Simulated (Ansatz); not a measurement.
**SnTe (SMILES [Sn][Te]): levels of theory compared**

Wanted: a comparison of 6 runs (B2PLYP/STO-3G, BLYP/STO-3G, UPBE/STO-3G, CCSDT/STO-3G, CCSD/STO-3G, FCI/STO-3G) of SnTe. 

Program for the calculation: Ansatz 0.2.0.

45 further runs of the same task are left out: 16 that didn't finish, 29 set aside as unsound or not needed.

## (1) The molecule

SnTe has 2 atoms, charge 0, and is taken as a singlet. SMILES: `[Sn][Te]`. The Te2–Sn1 distance was set to 3.777 Å, away from the relaxed value.

Bond lengths: Sn1–Te2 3.777 Å.

## (2) A single-point energy at B2PLYP/STO-3G (run 1)

input.yaml

```yaml
crystal:
  periodic: [false, false, false]
  atoms:
    - symbol: Sn
      position_ang: [0.000000, 0.000000, -1.249470]
    - symbol: Te
      position_ang: [-0.000000, -0.000000, 2.527330]
basis:
  gaussian:
    orbitals: STO-3G
hamiltonian:
  xc: {name: B2PLYP}
correlation:
  frozen_orbitals: {Sn: 18, Te: 18}
accuracy: high
```

Started as:

```console
ansatz run input.yaml --threads 1 --pin off --max-ram 3480MiB --events-out events.jsonl --progress --plain --runs-dir runs
```

What it wrote:

```text
Warning: RAYON_NUM_THREADS=1 ignored (pool sized by the plan → 1); use --threads N
Functional definition: B2PLYP
  name "B2PLYP"
  parameter a = 0.53
  parameter c = 0.27
  exchange = (1 - a)*b88_x + a*exact_x
  correlation = (1 - c)*lyp_c + c*(mp2_os + mp2_ss)
784 factors; integrals over basis functions are off by at most 5.3e-9 eV
mean field evaluation 1: about -340495.0425 eV, gradient 1.8e1 eV
mean field evaluation 2: about -340495.0565 eV, gradient 1.8e1 eV
mean field evaluation 4: about -340496.8592 eV, gradient 2.0e1 eV
mean field evaluation 8: about -340496.7628 eV, gradient 2.0e1 eV
mean field evaluation 16: about -340506.7880 eV, gradient 6.4e-3 eV
mean field evaluation 32: about -340506.1751 eV, gradient 9.4e0 eV
mean field evaluation 64: about -340476.7084 eV, gradient 1.9e1 eV
mean field evaluation 96: about -340506.7551 eV, gradient 1.8e0 eV
mean field -340506.78797954 eV, -12513.3936544577 hartree, gradient 1.2e-8 eV, S^2 0.000000; 8 other end points of the search recorded, 0 dependent functions left out; unrestricted orbitals would lower it
36 core orbitals not correlated: weight in the atoms' cores, before any rotation towards them, 1.000 or more for the frozen orbitals, at most 0.000 for the correlated occupied ones
reference -340506.78799959 eV, -12513.3936551942 hartree; 15, 15 occupied and 3, 3 virtual orbitals, 784 factors
second order -4.43094834 eV of doubles, -0.00000000 eV of singles
Total energy: -340507.98435564 eV, -12513.4376204683 hartree
```

Wall time 7.5 s (1 thread of AMD EPYC 9R14 (Zen 4), shared host); peak memory 0.23 GiB.

## (3) A single-point energy at BLYP/STO-3G (run 2)

input.yaml: that of step 2 with these lines changed.

```diff
@@ -11,5 +11,3 @@
 hamiltonian:
-  xc: {name: B2PLYP}
-correlation:
-  frozen_orbitals: {Sn: 18, Te: 18}
+  xc: {name: BLYP}
 accuracy: high
```

Started as:

```console
ansatz run input.yaml --threads 1 --pin off --max-ram 3480MiB --events-out events.jsonl --progress --plain --runs-dir runs
```

What it wrote (excerpt; [...] marks lines left out):

```text
Warning: RAYON_NUM_THREADS=1 ignored (pool sized by the plan → 1); use --threads N
Functional definition: BLYP
  name "BLYP"
[...]
784 factors; integrals over basis functions are off by at most 5.3e-9 eV
[...]
mean field -340527.26118351 eV, -12514.1460308261 hartree, gradient 2.6e-8 eV, S^2 0.000000; 9 other end points of the search recorded, 0 dependent functions left out
reference -340527.26122675 eV, -12514.1460324153 hartree; 51, 51 occupied and 3, 3 virtual orbitals, 784 factors
Total energy: -340527.26122675 eV, -12514.1460324153 hartree
```

Run time: 7.8 s. Hardware: 1 thread of AMD EPYC 9R14 (Zen 4), shared host; peak memory 0.13 GiB.

Runs 3 to 4 aren't shown in full; the table further down has their settings and results.

## (4) The energy at CCSD/STO-3G (run 5)

run.yaml

```yaml
crystal:
  periodic: [false, false, false]
  atoms:
    - {symbol: Sn, position_ang: [0.000000, 0.000000, -1.249470]}
    - {symbol: Te, position_ang: [-0.000000, -0.000000, 2.527330]}
basis:
  gaussian:
    orbitals: STO-3G
correlation:
  method: ccsd
  frozen_orbitals: {Sn: 18, Te: 18}
accuracy: high
scf:
  omitted_lower_state_checks: [cluster_reference, increment]
```

Started as:

```console
ansatz run run.yaml --threads 1 --pin off --max-ram 3480MiB --events-out events.jsonl --progress --plain --runs-dir runs
```

What it wrote:

```text
Warning: RAYON_NUM_THREADS=1 ignored (pool sized by the plan → 1); use --threads N
[... 17 lines left out ...]
36 core orbitals not correlated: weight in the atoms' cores, before any rotation towards them, 1.000 or more for the frozen orbitals, at most 0.000 for the correlated occupied ones
[... 44 lines left out ...]
Total energy: -340422.49173877 eV, -12510.2958247474 hartree
Checks for a lower state left out: cluster_reference, increment
```

It took 6.9 s on 1 thread of AMD EPYC 9R14 (Zen 4), shared host; peak memory 0.17 GiB.

## (5) A single-point energy at FCI/STO-3G (run 6)

job.yaml

```yaml
crystal:
  periodic: [false, false, false]
  atoms:
    - symbol: Sn
      position_ang: [0.000000, 0.000000, -1.249470]
    - symbol: Te
      position_ang: [-0.000000, -0.000000, 2.527330]
basis:
  gaussian: {orbitals: STO-3G}
accuracy: high
correlation: {method: fci, frozen_orbitals: {Sn: 18, Te: 18}}
```

Started as:

```console
ansatz run job.yaml --threads 1 --pin off --max-ram 3480MiB --events-out events.jsonl --progress --plain --runs-dir runs
```

What it wrote (excerpt; [...] marks lines left out):

```text
Warning: RAYON_NUM_THREADS=1 ignored (pool sized by the plan → 1); use --threads N
Functional definition: HF
  name "HF"
[...]
784 factors; integrals over basis functions are off by at most 5.3e-9 eV
[...]
mean field -340421.17922380 eV, -12510.2475907120 hartree, gradient 1.0e-8 eV, S^2 0.000000; 12 other end points of the search recorded, 0 dependent functions left out; unrestricted orbitals would lower it
[...]
determinant -340421.17922380 eV, -12510.2475907120 hartree, with singles and doubles -340422.46271034 eV, -12510.2947579724 hartree
determinant -340419.50715836 eV, -12510.1861434403 hartree, with singles and doubles -340421.88422017 eV, -12510.2734988507 hartree
determinant -340419.42936565 eV, -12510.1832846108 hartree, with singles and doubles -340420.78216608 eV, -12510.2329991096 hartree
unrestricted determinant -340422.94262021 eV, -12510.3123943347 hartree, S^2 1.3315
36 core orbitals not correlated: weight in the atoms' cores, before any rotation towards them, 1.000 or more for the frozen orbitals, at most 0.000 for the correlated occupied ones
reference -340421.17922380 eV, -12510.2475907120 hartree; 15, 15 occupied and 3, 3 virtual orbitals, 784 factors
state -340424.72994298 eV, -12510.3780772347 hartree
Total energy: -340424.72994298 eV, -12510.3780772347 hartree
```

Run time: 11 s. Hardware: 1 thread of AMD EPYC 9R14 (Zen 4), shared host; peak memory 0.23 GiB.

## (6) The series

```
run          level  frozen core orbitals    energy (Eh)  wall time
  1  B2PLYP/STO-3G                    36  -12513.437620      7.5 s
  2    BLYP/STO-3G                     –  -12514.146032      7.8 s
  3    UPBE/STO-3G                     –  -12513.198549       18 s
  4   CCSDT/STO-3G                    36  -12510.296358      6.6 s
  5    CCSD/STO-3G                    36  -12510.295825      6.9 s
  6     FCI/STO-3G                    36  -12510.378077       11 s
```

## (7) Summary of results

```
                                           quantity            value
                                run 6: total energy  -12510.37808 Eh
run 6: correlation energy (36 core orbitals frozen)       -130.5 mEh
```

In words: Against full CI in this basis: CCSDT +81.7 mEh; CCSD +82.3 mEh. Totals of different functionals can't be ranked against each other. In runs 1, 4, 5 the log says that unrestricted orbitals would lower the reference, so the values rest on an unstable closed-shell determinant (other closed-shell runs at this shape may share the fault). In runs 1, 2, 3, 4, 5, 6 the basis is minimal, so the values are rough. In runs 1, 2, 3, 4, 5, 6 relativity is left out where basis or elements ask for it. Spin contamination of the reference: run 3 ⟨S²⟩ = 1.11. Where it is this large, the reference is a mixture of spin states, and values that rest on it are in doubt. All runs together took 59 s, the longest 18 s.
